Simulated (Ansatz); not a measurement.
The system is Ti3S2.

```
CELL_PARAMETERS angstrom
2.71311 1.56642 3.23762
-2.71311 1.56642 3.23762
0.00000 -3.13283 3.23762
ATOMIC_POSITIONS crystal
Ti 0.00000 0.33565 0.66434
Ti 0.66434 0.00000 0.33565
Ti 0.33565 0.66434 0.00000
S 0.16784 0.16784 0.16784
S 0.83216 0.83216 0.83216
```

The cell comes from a database or a generator and needn't be the stable form of this composition.

Base run:

* Program: Ansatz 0.2.0
* Functional: PBE0
* Potentials or basis: Ansatz PAW
* Cutoff: 420 eV (not typed: the program's choice for these potentials)
* k mesh: 4 × 4 × 4
* Occupations: fermi-dirac, width 0.05 eV
* Spin: no spin polarisation

Its results: band gap on the k mesh 0.56 eV, indirect (least direct gap 1.17 eV); pressure -3.6 GPa; largest force 0.032 eV/Å.

Task: The run is repeated on the same cell with these changes: functional from PBE0 to HSE06. What comes out?

Result: Band gap on the k mesh none (metal or under the smearing width); pressure -3.4 GPa; largest force 0.095 eV/Å.

Caveats: some runs use coarse meshes; the PAW data sets come from PBE, with cores solved anew for the run's functional, which leaves a small shift of forces and pressure; the thresholds are loose for stress.

A k mesh can miss the band edges.
